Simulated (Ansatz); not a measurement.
# CsLiCr2Te2S3 (Cm) in Ansatz: settings compared

One crystal, CsLiCr2Te2S3, is run at these levels: PBEsol, LDA, PBE, RPBE, revPBE; tasks: band structure, density of states.

Program: Ansatz 0.2.0. These are calculated values, not measurements. Logs are shortened: lines on timing, memory, paths and dates and some standing lists are left out, and cuts for length are marked.

## (1) The crystal as given

Symmetry: Cm, No. 8, monoclinic system. Conventional cell: a = 6.843 Å, b = 10.361 Å, c = 7.978 Å, α = 90.00°, β = 111.21°, γ = 90.00°. Cs (site symmetry m) is surrounded by 5 S at 3.58 to 3.92 Å and 1 Li at 4.01 Å. Li (site symmetry m) has 3 S at 2.42 to 2.56 Å as nearest neighbours. Cr (site symmetry 1) has 3 S at 2.20 to 2.25 Å and 1 Te at 2.51 Å as nearest neighbours. Te (site symmetry 1) is surrounded by 1 Cr at 2.51 Å. S (site symmetry 1) is surrounded by 2 Cr at 2.24 to 2.25 Å and 1 Li at 2.56 Å. S (site symmetry m) has 2 Cr at 2.20 Å and 1 Li at 2.42 Å as nearest neighbours.

The cell was built by a generator and needn't be a form met in nature.

## (2) Band structure, PBEsol, collinear spin, ferromagnetic start

input.yaml reads:

```yaml
crystal:
  lattice:
    - [3.42162, -5.18069, 0.00784]
    - [3.42162, 5.18069, 0.00784]
    - [-2.90411, 0.0, 7.43093]
  atoms:
    - { symbol: Cs, position: [0.09374, 0.09374, 0.00853] }
    - { symbol: Li, position: [0.58875, 0.58875, 0.55336] }
    - { symbol: Cr, position: [0.05646, 0.46755, 0.5579], spin: 3.0 }
    - { symbol: Cr, position: [0.46755, 0.05646, 0.5579], spin: 3.0 }
    - { symbol: Te, position: [0.56486, 0.87357, 0.29035] }
    - { symbol: Te, position: [0.87357, 0.56486, 0.29035] }
    - { symbol: S, position: [0.81151, 0.39697, 0.73347] }
    - { symbol: S, position: [0.39697, 0.81151, 0.73347] }
    - { symbol: S, position: [0.21404, 0.21404, 0.48371] }
kpoints:
  mp_grid: { grid: [4, 4, 3] }
  band_path:
    path:
      - [0.0, 0.0, 0.0]
      - [-0.3590512451, -0.3590512451, 0.0920144226]
      - [-0.4106706465, -0.4106706465, 0.4246263637]
      - [-0.3074318437, -0.3074318437, 0.7594024814]
      - [0.0, 0.0, 0.5]
      - [-0.5, 0.5, 0.5]
      - [-0.5893293535, 0.4106706465, 0.5753736363]
    npoints: 12
scf:
  occupations: { method: fermi_dirac, width: 0.05 }
hamiltonian:
  xc: pbesol
  pseudopotentials: { kind: all_electron, lapw: { basis_error: 0.002 } }
magnetization:
  spin_polarized: true
output:
  forces: true
  stress: true
  eigenvalues: true
```

Potentials or basis: all-electron LAPW, scalar-relativistic.

The run is started by

```bash
$ ansatz run input.yaml --threads 8 --pin off --max-ram 24576MiB --backend cpu --events-out ev --progress --plain --runs-dir out
```

Log:

```text
Warning: RAYON_NUM_THREADS=8 ignored (pool sized by the plan → 8); use --threads N
LAPW: plane waves up to 8.752 Å⁻¹, error target 2.0e-3 eV per atom; small_component_spin mean_spin; Li in spheres of 1.278 Å, 3 of its electrons in bands, Dirac shells []; S in spheres of 0.987 Å, 14 of its electrons in bands, Dirac shells []; Cr in spheres of 1.216 Å, 14 of its electrons in bands, Dirac shells []; Te in spheres of 1.278 Å, 24 of its electrons in bands, Dirac shells []; Cs in spheres of 1.278 Å, 27 of its electrons in bands, Dirac shells [] (how accurate: hamiltonian.pseudopotentials.lapw.basis_error, Limitations)
Engine: ansatz 0.2.0, x86_64-unknown-linux-gnu
Pseudopotentials: kind: all_electron
Pseudopotential: Cs, LAPW, valence charge 27, lapw/all_electron/scalar/gaussian/Cs, Koelling and Harmon's equation, gaussian nucleus
Pseudopotential: Li, LAPW, valence charge 3, lapw/all_electron/scalar/gaussian/Li, Koelling and Harmon's equation, gaussian nucleus
Pseudopotential: Cr, LAPW, valence charge 14, lapw/all_electron/scalar/gaussian/Cr, Koelling and Harmon's equation, gaussian nucleus
Pseudopotential: Te, LAPW, valence charge 24, lapw/all_electron/scalar/gaussian/Te, Koelling and Harmon's equation, gaussian nucleus
Pseudopotential: S, LAPW, valence charge 14, lapw/all_electron/scalar/gaussian/S, Koelling and Harmon's equation, gaussian nucleus
Functional definition: PBEsol
  exchange = pbesol_x
  correlation = pbesol_c
Crystal: 9 atoms, lattice volume = 263.682 Å³
Basis set: ecut = 291.8444422802843 eV, 3005 PW (Γ), exchange–correlation at level 2
Bands: 93, of which v1, the nominal top of the filled ones, is band 74 counted from 1 (73 counted from 0)
Symmetry: 2 space group operations
Space group: Cm (ITA 8), of the structure as read, at distance tolerance 6.4e-5 Å
Magnetic group: BNS 8.32 (UNI 39), of the structure as read, at distance tolerance 6.4e-5 Å
k-points: 17 of 48 (time reversal used)
Non-local potential: Cs, projectors of the file, none
Non-local potential: Li, projectors of the file, none
Non-local potential: Cr, projectors of the file, none
Non-local potential: Te, projectors of the file, none
Non-local potential: S, projectors of the file, none
Initial density: superposition of atomic densities (chi_scale 0.1, normalization cell, long waves kept (reshape's long-wave potential 0.15 eV rms))
Starting moments: Σ|m| = 6 μB on 2 of 9 sites
Initial wavefunctions: plane waves of lowest kinetic energy (no species holds an atomic orbital)
Functional: x = pbesol(κ = 0.804, μ = 0.12345679012345678), c = pbesol(β = 0.046)
iter 1 solved again at ethr=4.46e-3 eV; its pass at ethr=1.00e-1 eV (dr2=6.60e0 eV) is discarded
SCF iter   1: F=—  HF=-671291.216932 eV  |F-HF|=—  |Δ(HF+E_count)|=         —  Δρ=2.36e-2 (↑2.36e-2 ↓1.78e-2)  dr2=6.61e0  dr2_m=2.20e-1  M=4.031 μB ∫|m|=5.057 μB  β_m=0.30  ethr=4.46e-3  ⟨swp⟩=2.0  Hψ=21721  notcnv=0
Mixer restart at iter 1: flushing history
preconditioner: auto → Kerker (q_TF=auto, 2.478 Å⁻¹)  [metal: Δε(μ)=0.016 eV  Ē_g=9.160 eV  σ=0.050 eV  W_gap=0.08  n_scr=76 (ndim 8)  ℏωp=16.2 eV  f_vac=0.144  D(μ)=4.46/eV (n_scr^D=26)]
spin=Collinear: Kerker preconditioning applied to the charge; magnetization (m = ρ↑ − ρ↓) channel mixes plain (no charge-response kernel on spin).
SCF iter   2: F=—  HF=-671291.883631 eV  |F-HF|=—  |Δ(HF+E_count)|=   6.67e-1  Δρ=1.20e-2 (↑9.73e-3 ↓1.20e-2)  dr2=3.73e0  dr2_m=4.77e-2  M=4.222 μB ∫|m|=5.395 μB  β_m=0.32  ethr=4.46e-3  ⟨swp⟩=3.0  Hψ=9575  notcnv=0
SCF iter   3: F=—  HF=-671291.593244 eV  |F-HF|=—  |Δ(HF+E_count)|=   2.90e-1  Δρ=9.10e-3 (↑7.83e-3 ↓9.10e-3)  dr2=1.94e0  dr2_m=3.09e-2  M=4.071 μB ∫|m|=5.383 μB  β_m=0.59  ethr=2.52e-3  ⟨swp⟩=2.0  Hψ=9085  notcnv=0
[... 12 lines left out ...]
SCF iter  13: F=—  HF=-671291.443226 eV  |F-HF|=—  |Δ(HF+E_count)|=   5.43e-6  Δρ=1.24e-5 (↑1.24e-5 ↓1.14e-5)  dr2=6.11e-6  dr2_m=2.07e-8  M=4.010 μB ∫|m|=5.671 μB  β_m=0.95  ethr=1.33e-8  ⟨swp⟩=3.0  Hψ=8763  notcnv=0
SCF iter  14: F=—  HF=-671291.443228 eV  |F-HF|=—  |Δ(HF+E_count)|=   2.54e-6  Δρ=6.02e-6 (↑5.77e-6 ↓6.02e-6)  dr2=1.32e-6  dr2_m=1.75e-9  M=4.010 μB ∫|m|=5.671 μB  β_m=0.97  ethr=4.13e-9  ⟨swp⟩=3.0  Hψ=8878  notcnv=0
SCF iter  15: F=—  HF=-671291.443229 eV  |F-HF|=—  |Δ(HF+E_count)|=   8.63e-7  Δρ=2.96e-6 (↑2.96e-6 ↓2.85e-6)  dr2=3.06e-7  dr2_m=8.69e-11  M=4.010 μB ∫|m|=5.671 μB  β_m=0.84  ethr=8.95e-10  ⟨swp⟩=3.0  Hψ=9212  notcnv=0
SCF iter  16: F=—  HF=-671291.443229 eV  |F-HF|=—  |Δ(HF+E_count)|=   1.06e-7  Δρ=2.18e-6 (↑2.18e-6 ↓1.90e-6)  dr2=1.48e-7  dr2_m=3.38e-10  M=4.010 μB ∫|m|=5.671 μB  β_m=0.86  ethr=2.06e-10  ⟨swp⟩=3.0  Hψ=8816  notcnv=0
SCF iter  17: F=-671291.443229 eV  HF=-671291.443229 eV  |F-HF|=3.36e-8  |Δ(HF+E_count)|=   4.31e-8  Δρ=1.41e-6 (↑1.41e-6 ↓1.15e-6)  dr2=7.04e-8  dr2_m=1.12e-10  M=4.010 μB ∫|m|=5.671 μB  ethr=1.00e-10  ⟨swp⟩=3.0  Hψ=8872  notcnv=0
SCF 1 converged in 17 iterations: F = -671291.443229 eV  dr2 = 7.04e-8
NSCF: frozen V_eff on 73 k-points
SCF converged after 17 iterations
Magnetization: 4.0104 μB (76.0052 up, 71.9948 down)
Absolute magnetization: 5.6711 μB (∫|ρ↑−ρ↓|)
Spin contamination: 0.4858 ħ² per cell (⟨S²⟩ above its minimum at these occupations)
Per-site moments (μB) at R_I (Å): [(-0.001154267192720937, 1.277909755089327), (0.0007720035496592281, 1.2779097550893268), (2.200429375566241, 1.215908203383676), (2.200429375566241, 1.215908203383676), (-0.17147192021248614, 1.2779097550893268), (-0.17147192021248614, 1.2779097550893268), (-0.05941962877650919, 0.9870967277608277), (-0.05941962877650919, 0.9870967277608277), (-0.053939110250020406, 0.9870967277608277)]
Free energy (F): -671291.443229 eV
Harris-Foulkes:  -671291.443229 eV  (|F-HF|=3.36e-8)
Internal energy: -671291.410174 eV  (E = F + TS)
E sigma→0 (E₀):  -671291.426702 eV
Entropy (-TS):   -0.033055 eV (-3.673 meV/atom)
Fermi energy:    6.820082 eV
--- Per-component energies (eV) ---
  E_band       = -8843.447730
  E_kinetic    = 706117.783179
  E_xc         = -19264.814613
  E_electrostatic = -1358144.378740  (all electrons and nuclei)
  E_smearing   = -0.033055  (= −TS)
  E_closure    = 0.000000  (closes the sum)
  E_atoms      = -671243.051127  (free atoms, spherical and without spin; not in F)
  Σ components = -671291.443229   (vs F -671291.443229, Δ=0.00e0)
  Basis errors (estimates in eV, not in F): energy 9.0e-4 per atom: plane waves 7.7e-4 (4.6e-4 summed), levels above the bands 1.2e-59, relativity 3.9e-8, radial functions 1.4e-4, core shells 1.6e-7; eigenvalues (radial functions only) 5.1e-6; not estimated: angular momenta, meshes, grids; target (lapw.basis_error) 2.0e-3; muffin-tin radii Li 1.278 Å, S 0.987 Å, Cr 1.216 Å, Te 1.278 Å, Cs 1.278 Å
--- Forces (eV/Å), atoms counted from 1 ---
  atom   1  Cs    -0.01958191     0.00000000     0.03741584
  atom   2  Li     0.00641323     0.00000000    -0.01250502
  atom   3  Cr     0.00141778    -0.01157401     0.02802542
  atom   4  Cr     0.00141778     0.01157401     0.02802542
  atom   5  Te     0.03334574     0.06185731     0.19742986
  atom   6  Te     0.03334574    -0.06185731     0.19742986
  atom   7  S     -0.03132905    -0.09120243    -0.27337788
  atom   8  S     -0.03132905     0.09120243    -0.27337788
  atom   9  S      0.00633590     0.00000000     0.07096987
  max |Σ_I F_I| component: 3.62e-5 eV/Å
--- Stress (GPa, compression-positive) ---
       -2.060700       0.000000      -0.091247
        0.000000      -2.272554       0.000000
       -0.091247       0.000000      -1.860177
  P = ⅓ Tr σ = -2.0645 GPa (-20.645 kbar)
--- Band table (eV; the first three rows and the last of 34) ---
  k-point 0 ↑: bands = ["-208.0052", "-198.3114", "-198.3114", "-198.3077", "-151.9484", "-151.9484", "-148.6336", "-148.6293", "-148.6285", "-143.3737", "-143.3737", "-143.3647", "-143.3603", "-143.3603", "-143.3580", "-143.3526", "-143.3526", "-143.3453", "-102.0918", "-102.0914", "-102.0420", "-102.0420", "-102.0190", "-102.0190", "-65.8105", "-65.8097", "-62.2942", "-62.2936", "-62.2927", "-62.2889", "-62.2886", "-38.5437", "-37.3405", "-37.3372", "-37.3153", "-37.3053", "-37.2135", "-37.2122", "-29.5283", "-29.5085", "-29.5042", "-29.5003", "-29.4994", "-29.4897", "-29.4535", "-29.4514", "-29.4471", "-29.4462", "-14.9008", "-6.3715", "-5.6618", "-5.5385", "-4.2078", "-2.9790", "-1.7253", "-1.7049", "-1.7037", "1.6030", "2.3267", "2.4971", "2.6922", "3.0019", "3.2610", "3.3981", "3.4864", "3.5358", "4.3241", "4.4090", "4.5920", "4.8159", "5.1066", "5.6793", "5.7682", "6.0727", "6.4076", "6.4401", "6.6415", "7.0357", "7.5542", "7.8814", "8.4692", "8.8288", "9.6657", "10.8139", "11.2003", "11.5741", "11.8628", "12.0741", "12.3142", "12.9940", "13.2464", "13.5386", "13.7993"]
  k-point 1 ↑: bands = ["-208.0052", "-198.3114", "-198.3114", "-198.3077", "-151.9484", "-151.9484", "-148.6336", "-148.6293", "-148.6285", "-143.3737", "-143.3737", "-143.3647", "-143.3603", "-143.3603", "-143.3580", "-143.3526", "-143.3526", "-143.3453", "-102.0918", "-102.0914", "-102.0420", "-102.0420", "-102.0190", "-102.0190", "-65.8105", "-65.8097", "-62.2942", "-62.2936", "-62.2927", "-62.2889", "-62.2886", "-38.5437", "-37.3405", "-37.3372", "-37.3153", "-37.3053", "-37.2135", "-37.2122", "-29.5283", "-29.5085", "-29.5042", "-29.5003", "-29.4994", "-29.4897", "-29.4535", "-29.4514", "-29.4471", "-29.4462", "-14.9007", "-6.3753", "-5.6551", "-5.5387", "-4.2188", "-2.9811", "-1.7267", "-1.7028", "-1.6934", "1.6147", "2.3548", "2.6521", "2.6919", "3.0018", "3.2631", "3.3680", "3.4301", "3.5790", "4.2061", "4.3563", "4.6352", "4.6999", "5.1203", "5.6552", "5.7727", "6.0738", "6.4091", "6.4539", "6.7086", "6.9602", "7.4818", "7.5556", "8.4610", "8.8101", "10.2697", "10.8194", "11.3365", "11.4808", "11.9024", "12.5350", "12.5930", "12.8975", "13.3859", "13.5567", "13.7762"]
  k-point 2 ↑: bands = ["-208.0052", "-198.3114", "-198.3114", "-198.3077", "-151.9484", "-151.9484", "-148.6336", "-148.6293", "-148.6285", "-143.3737", "-143.3737", "-143.3647", "-143.3603", "-143.3603", "-143.3580", "-143.3526", "-143.3526", "-143.3453", "-102.0918", "-102.0914", "-102.0420", "-102.0420", "-102.0190", "-102.0190", "-65.8104", "-65.8098", "-62.2942", "-62.2936", "-62.2927", "-62.2889", "-62.2886", "-38.5437", "-37.3398", "-37.3374", "-37.3141", "-37.3069", "-37.2133", "-37.2124", "-29.5284", "-29.5087", "-29.5042", "-29.5008", "-29.4989", "-29.4895", "-29.4533", "-29.4516", "-29.4471", "-29.4462", "-14.9004", "-6.2817", "-5.6968", "-5.6026", "-4.1613", "-3.1093", "-1.7306", "-1.7136", "-1.6998", "1.6768", "2.3561", "2.6162", "2.7302", "2.9330", "3.1936", "3.3658", "3.5094", "3.6411", "4.1237", "4.4523", "4.6727", "4.7556", "5.2798", "5.5123", "5.8870", "6.0836", "6.3916", "6.6363", "6.8245", "7.1037", "7.5126", "7.9004", "8.1964", "8.4739", "10.1939", "10.9755", "11.3611", "11.5739", "11.8295", "12.1962", "12.3038", "12.7326", "12.9648", "13.4144", "13.6202"]
  k-point 16 ↓: bands = ["-208.0054", "-198.3296", "-198.3296", "-198.3243", "-151.9675", "-151.9675", "-148.6336", "-148.6295", "-148.6288", "-143.4094", "-143.4094", "-143.3988", "-143.3868", "-143.3868", "-143.3812", "-143.3673", "-143.3673", "-143.3615", "-102.1163", "-102.1159", "-102.0615", "-102.0615", "-102.0362", "-102.0361", "-63.5191", "-63.5182", "-62.2943", "-62.2937", "-62.2930", "-62.2892", "-62.2891", "-38.5418", "-35.0865", "-35.0844", "-35.0394", "-35.0359", "-34.9928", "-34.9790", "-29.5705", "-29.5494", "-29.5434", "-29.5401", "-29.5391", "-29.5285", "-29.4837", "-29.4836", "-29.4800", "-29.4790", "-14.9003", "-6.0558", "-5.9671", "-5.5931", "-4.0718", "-3.7101", "-1.7552", "-1.7120", "-1.6662", "2.3385", "2.3728", "2.7432", "3.0387", "3.3398", "3.4999", "3.7123", "3.9445", "4.0674", "4.1857", "4.4825", "4.8368", "5.4740", "6.0602", "6.6580", "7.6657", "7.7352", "7.9525", "8.0764", "8.2257", "8.5255", "8.7444", "8.9059", "8.9355", "9.4869", "11.0211", "11.1946", "11.6528", "11.9432", "11.9549", "12.2849", "12.4018", "12.4738", "12.9375", "13.1070", "13.6653"]
```

Wall time 65 s (8 threads of AMD EPYC 9R45 (Zen 5), shared host); peak memory 2.5 GiB.

What came out:

| Item | Value |
| --- | --- |
| Free energy | -671291.4432 eV |
| Pressure | -2.1 GPa |
| Largest force | 0.290 eV/Å |
| Band gap along the path | none (metal or under the smearing width) |
| Net moment | 4.01 μB per cell |
| Absolute moment | 5.67 μB per cell |
| Site moments | Cs -0.00; Li +0.00; Cr +2.20; Te -0.17; S -0.06, -0.05 μB |

Forces on the atoms (eV/Å):
```
Cs  -0.020  0.000  0.037
Li   0.006  0.000 -0.013
Cr   0.001 -0.012  0.028
Cr   0.001  0.012  0.028
Te   0.033  0.062  0.197
Te   0.033 -0.062  0.197
S   -0.031 -0.091 -0.273
S   -0.031  0.091 -0.273
S    0.006  0.000  0.071
```

Levels at the corners of the path, in eV from the Fermi level:
Spin up:
| point | band 74 | band 75 | band 76 | band 77 | band 78 | band 79 |
| --- | --- | --- | --- | --- | --- | --- |
| Γ | -0.75 | -0.41 | -0.38 | -0.18 | 0.22 | 0.73 |
| Y | -0.50 | -0.40 | -0.02 | 0.27 | 0.72 | 0.82 |
| F | -0.40 | -0.37 | 0.04 | 0.17 | 0.62 | 0.65 |
| H | -0.61 | -0.38 | -0.05 | 0.16 | 0.75 | 0.81 |
| Z | -0.75 | -0.41 | -0.36 | -0.09 | 0.12 | 0.63 |
| I | -0.50 | -0.44 | 0.07 | 0.21 | 0.60 | 0.69 |
| F1 | -0.40 | -0.37 | 0.04 | 0.17 | 0.62 | 0.65 |
Spin down:
| point | band 70 | band 71 | band 72 | band 73 | band 74 | band 75 |
| --- | --- | --- | --- | --- | --- | --- |
| Γ | -1.72 | -0.72 | -0.58 | 0.64 | 0.82 | 1.02 |
| Y | -1.43 | -1.08 | -0.22 | 0.74 | 0.89 | 1.22 |
| F | -1.38 | -0.89 | -0.18 | 0.83 | 0.92 | 1.22 |
| H | -1.38 | -1.27 | -0.32 | 0.75 | 0.89 | 1.12 |
| Z | -1.70 | -0.70 | -0.63 | 0.66 | 0.78 | 1.09 |
| I | -1.33 | -0.75 | -0.15 | 0.87 | 0.91 | 1.12 |
| F1 | -1.38 | -0.89 | -0.18 | 0.83 | 0.92 | 1.22 |

Caveat: the k mesh is thin for a metal, which can move the energy by tens of meV per atom; spin-orbit coupling is left out, which moves the levels of the heavy elements; only a ferromagnetic start was run, and an antiferromagnetic order may lie lower in energy.

## (3) Band structure, LDA, collinear spin, ferromagnetic start

Edit input.yaml of step 2 so:

```diff
@@ -30,3 +30,3 @@
 hamiltonian:
-  xc: pbesol
+  xc: lda
   pseudopotentials: { kind: all_electron, lapw: { basis_error: 0.002 } }
```

Potentials or basis: all-electron LAPW, scalar-relativistic.

The run is started by

```bash
$ ansatz run input.yaml --threads 8 --pin off --max-ram 24576MiB --backend cpu --events-out ev --progress --plain --runs-dir out
```

It took 65 s on 8 threads of AMD EPYC 9R45 (Zen 5), shared host; peak memory 2.5 GiB.

It converged, with:

* Free energy: -670962.5713 eV
* Pressure: -3.8 GPa
* Largest force: 0.566 eV/Å
* Band gap along the path: none (metal or under the smearing width)
* Net moment: 4.00 μB per cell
* Absolute moment: 5.24 μB per cell
* Site moments: Cs -0.00; Li +0.00; Cr +2.09; Te -0.13; S -0.04 μB

Forces in eV/Å, atoms in the order of the input:
```
Cs  -0.039  0.000  0.045
Li  -0.044  0.000 -0.006
Cr   0.057 -0.025  0.052
Cr   0.057  0.025  0.052
Te   0.002  0.152  0.373
Te   0.002 -0.152  0.373
S   -0.047 -0.161 -0.541
S   -0.047  0.161 -0.541
S    0.059  0.000  0.191
```

Stress tensor (GPa, compression positive):
```
-3.70  0.00 -0.05
 0.00 -4.24  0.00
-0.05  0.00 -3.56
```

Levels at the corners of the path, in eV from the Fermi level:
Spin up:
| point | band 72 | band 73 | band 74 | band 75 | band 76 | band 77 | band 78 | band 79 | band 80 | band 81 |
| --- | --- | --- | --- | --- | --- | --- | --- | --- | --- | --- |
| Γ | -1.12 | -0.98 | -0.70 | -0.43 | -0.41 | -0.13 | 0.18 | 0.68 | 1.02 | 1.59 |
| Y | -1.16 | -0.86 | -0.50 | -0.39 | -0.03 | 0.24 | 0.70 | 0.79 | 0.93 | 1.14 |
| F | -0.92 | -0.86 | -0.40 | -0.38 | 0.04 | 0.14 | 0.60 | 0.61 | 0.73 | 1.11 |
| H | -1.35 | -0.87 | -0.61 | -0.37 | -0.05 | 0.14 | 0.73 | 0.77 | 0.90 | 1.16 |
| Z | -1.15 | -0.97 | -0.71 | -0.41 | -0.40 | -0.04 | 0.08 | 0.58 | 0.60 | 1.58 |
| I | -0.86 | -0.62 | -0.50 | -0.44 | 0.06 | 0.17 | 0.58 | 0.64 | 0.66 | 1.03 |
| F1 | -0.92 | -0.86 | -0.40 | -0.38 | 0.04 | 0.14 | 0.60 | 0.61 | 0.73 | 1.11 |
Spin down:
| point | band 68 | band 69 | band 70 | band 71 | band 72 | band 73 | band 74 | band 75 | band 76 | band 77 |
| --- | --- | --- | --- | --- | --- | --- | --- | --- | --- | --- |
| Γ | -2.21 | -1.97 | -1.74 | -0.78 | -0.60 | 0.48 | 0.62 | 0.82 | 0.87 | 1.26 |
| Y | -1.89 | -1.87 | -1.46 | -1.11 | -0.29 | 0.58 | 0.70 | 1.04 | 1.12 | 1.23 |
| F | -2.20 | -2.05 | -1.41 | -0.93 | -0.24 | 0.68 | 0.75 | 1.04 | 1.07 | 1.24 |
| H | -2.02 | -1.81 | -1.42 | -1.30 | -0.40 | 0.58 | 0.69 | 0.95 | 1.05 | 1.30 |
| Z | -2.40 | -2.20 | -1.72 | -0.75 | -0.65 | 0.49 | 0.59 | 0.92 | 0.93 | 1.22 |
| I | -2.45 | -2.07 | -1.35 | -0.81 | -0.18 | 0.70 | 0.75 | 0.93 | 1.07 | 1.26 |
| F1 | -2.20 | -2.05 | -1.41 | -0.93 | -0.24 | 0.68 | 0.75 | 1.04 | 1.07 | 1.24 |

Caveat: the k mesh is thin for a metal, which can move the energy by tens of meV per atom; spin-orbit coupling is left out, which moves the levels of the heavy elements; only a ferromagnetic start was run, and an antiferromagnetic order may lie lower in energy.

(Part 1 of 2 ends here.)
